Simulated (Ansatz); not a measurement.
# C₃H₁₂InN: how energies converge with the basis set

Aim: see how fast density functionals converge with the basis set for C₃H₁₂InN.

Program: Ansatz 0.2.0, Gaussian basis. Level of theory: one geometry, several basis sets. These are calculated values, not measurements.

Levels to be run: PBE0-D4/def2-SVP; ωB97M-V/def2-SVP; PBE0-D4/def2-QZVPP; ωB97M-V/def2-QZVPP; the functionals' def2-TZVPP values are taken from earlier runs.

## (1) Structure used throughout

All runs share one geometry, relaxed beforehand with PBE0-D4 in a triple-zeta def2 set. In takes the def2 core potential; no spin-orbit term is included.

SMILES `[CH3][In-]([CH3])([CH3])[NH3+]`, 17 atoms, charge 0, spin multiplicity 1.

Atoms are counted from 1 here; the program's logs count them from 0.

Bond lengths: C1–In2 2.177 Å, C1–H6 1.093 Å, C1–H7 1.093 Å, C1–H8 1.093 Å, In2–C3 2.177 Å, In2–C4 2.177 Å, In2–N5 2.434 Å, C3–H9 1.093 Å, C3–H10 1.093 Å, C3–H11 1.093 Å, C4–H12 1.093 Å, C4–H13 1.093 Å, C4–H14 1.093 Å, N5–H15 1.013 Å, N5–H16 1.013 Å, N5–H17 1.013 Å. Angles: In2–C1–H6 111.4°, In2–C1–H7 110.5°, In2–C1–H8 111.4°, H6–C1–H7 107.4°, H6–C1–H8 108.5°, H7–C1–H8 107.4°, C1–In2–C3 118.9°, C1–In2–C4 118.9°, C1–In2–N5 96.0°, C3–In2–C4 118.9°, C3–In2–N5 96.0°, C4–In2–N5 96.0°, In2–C3–H9 111.4°, In2–C3–H10 111.4°, In2–C3–H11 110.5°, H9–C3–H10 108.5°, H9–C3–H11 107.4°, H10–C3–H11 107.4° and more.

## (2) PBE0-D4 in def2-SVP

in.yaml

```yaml
crystal:
  periodic: [false, false, false]
  atoms:
    - {symbol: C, position_ang: [-1.122148, 0.920555, -1.742358]}
    - {symbol: In, position_ang: [0.197591, -0.143555, -0.375970]}
    - {symbol: C, position_ang: [2.157121, 0.697218, 0.064909]}
    - {symbol: C, position_ang: [-0.143010, -2.264469, -0.019946]}
    - {symbol: N, position_ang: [-0.875587, 0.631507, 1.667085]}
    - {symbol: H, position_ang: [-1.060139, 2.001961, -1.596673]}
    - {symbol: H, position_ang: [-0.846263, 0.713602, -2.779359]}
    - {symbol: H, position_ang: [-2.162586, 0.612229, -1.612536]}
    - {symbol: H, position_ang: [2.581475, 0.265558, 0.974913]}
    - {symbol: H, position_ang: [2.107086, 1.782193, 0.186389]}
    - {symbol: H, position_ang: [2.854129, 0.490901, -0.751137]}
    - {symbol: H, position_ang: [-1.210241, -2.494889, 0.029335]}
    - {symbol: H, position_ang: [0.325992, -2.592654, 0.911056]}
    - {symbol: H, position_ang: [0.283738, -2.861476, -0.829750]}
    - {symbol: H, position_ang: [-1.055761, 1.627703, 1.626670]}
    - {symbol: H, position_ang: [-1.760478, 0.160228, 1.813210]}
    - {symbol: H, position_ang: [-0.290121, 0.452988, 2.474462]}
basis:
  gaussian: {orbitals: def2-SVP}
hamiltonian: {xc: pbe0, dispersion: d4}
output: {orbitals: {seedname: orbitals}}
```

Launch:

```console
> ansatz run in.yaml --threads 4 --pin off --events-out ev --progress --plain --max-ram 11315MiB
```

Further steps of the session: ωB97M-V in def2-SVP; PBE0-D4 in def2-QZVPP; ωB97M-V in def2-QZVPP.

**Question.** What will the summary of the whole plan be? Wanted: PBE0-D4: double and triple zeta above quadruple; ωB97M-V: double and triple zeta above quadruple.

As calculated:

```
                                       quantity          value
PBE0-D4: double and triple zeta above quadruple  6.15, 0.34 eV
ωB97M-V: double and triple zeta above quadruple  6.50, 0.34 eV
```

What this shows: For PBE0-D4 the step from double to triple zeta gains 5.81 eV and the next only 0.34 eV. These are total energies; as a rule much of such shifts cancels in differences, which this series doesn't test. The LUMO of ωB97M-V is positive and keeps falling with the basis (2.00 to 0.63 eV): an unbound level that the basis holds in place.
